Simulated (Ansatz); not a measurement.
# C2H7NOSi: the cost of one run

Computed with Ansatz 0.2.0. Level: RKS B3LYP-D4/def2-SVP.

### Step 1. Starting geometry

SMILES `OC1C[SiH2]N1`, 12 atoms, charge 0, spin multiplicity 1.

Atoms are counted from 1 here; the program's logs count them from 0.

Bond lengths: O1–C2 1.419 Å, O1–H6 0.975 Å, C2–C3 1.559 Å, C2–N5 1.461 Å, C2–H7 1.121 Å, C3–Si4 1.904 Å, C3–H8 1.107 Å, C3–H9 1.106 Å, Si4–N5 1.746 Å, Si4–H10 1.511 Å, Si4–H11 1.510 Å, N5–H12 1.020 Å. Angles: C2–O1–H6 107.5°, O1–C2–C3 108.8°, O1–C2–N5 115.3°, O1–C2–H7 109.2°, C3–C2–N5 98.7°, C3–C2–H7 112.9°, N5–C2–H7 111.7°, C2–C3–Si4 87.1°, C2–C3–H8 113.8°, C2–C3–H9 110.7°, Si4–C3–H8 116.5°, Si4–C3–H9 117.6°, H8–C3–H9 109.5°, C3–Si4–N5 77.7°, C3–Si4–H10 119.6°, C3–Si4–H11 116.9°, N5–Si4–H10 117.9°, N5–Si4–H11 116.5° and more.

Coordinates:

```tsv
atom	x (Å)	y (Å)	z (Å)
O1	-1.7006	0.7878	0.6292
C2	-0.2950	0.6053	0.5688
C3	0.0210	-0.9143	0.7118
Si4	0.7996	-0.8184	-1.0226
N5	0.3092	0.8340	-0.7420
H6	-1.8727	1.7470	0.6104
H7	0.1914	1.2288	1.3634
H8	0.7067	-1.1509	1.5478
H9	-0.9119	-1.4986	0.8232
H10	0.1593	-1.5616	-2.1713
H11	2.2853	-1.0733	-1.1198
H12	0.3847	1.7593	-1.1647
```

This geometry comes from a loose relaxation at PBE in a small basis, which is not shown.

### Step 3. The grid

- ring dihedral Si4–N5–C2–C3: 9 values from −40 to 40 °
- dihedral H6–O1–C2–C3: 10 values from −180 to 144 °, periodic

Relaxed at each point: all other coordinates. Energies count from the relaxed molecule at the same level. Points are written as (first, second).

(The set-up runs are not shown.)

### Step 4. The run at (0°, −180°)

Input file input.yaml:

```yaml
crystal:
  periodic: [false, false, false]
  atoms:
    - { symbol: O, position_ang: [-1.678473, 0.786415, 0.628724] }
    - { symbol: C, position_ang: [-0.279856, 0.604509, 0.581308] }
    - { symbol: C, position_ang: [0.01663, -0.918136, 0.710969] }
    - { symbol: Si, position_ang: [0.799127, -0.808918, -1.015429] }
    - { symbol: "N", position_ang: [0.287463, 0.829267, -0.743302] }
    - { symbol: H, position_ang: [-1.87351, 1.729625, 0.548929] }
    - { symbol: H, position_ang: [0.194661, 1.223178, 1.372769] }
    - { symbol: H, position_ang: [0.70868, -1.147081, 1.533711] }
    - { symbol: H, position_ang: [-0.905142, -1.50242, 0.834781] }
    - { symbol: H, position_ang: [0.146167, -1.536701, -2.147312] }
    - { symbol: H, position_ang: [2.267815, -1.069309, -1.130792] }
    - { symbol: H, position_ang: [0.393438, 1.75457, -1.140257] }
basis:
  gaussian: { orbitals: def2-SVP }
hamiltonian:
  xc: { name: B3LYP }
  dispersion: d4
output:
  forces: true
relax:
  f_tol: 0.02
  max_steps: 50
  escape_saddle: false
  constraints: [{ sites: [3, 4, 1, 2] }, { sites: [5, 0, 1, 2] }]
scf:
  lower_state_search: "off"
```

Run with:

```
$ ansatz run input.yaml --threads 1 --pin off --max-ram 2560MiB --backend cpu --events-out ev --progress --plain --runs-dir out
```

**Question.** How long does this run take on 1 thread of Arm Neoverse V2, shared host, and how much memory does it need?

About 11 s, with a peak of 0.21 GiB.
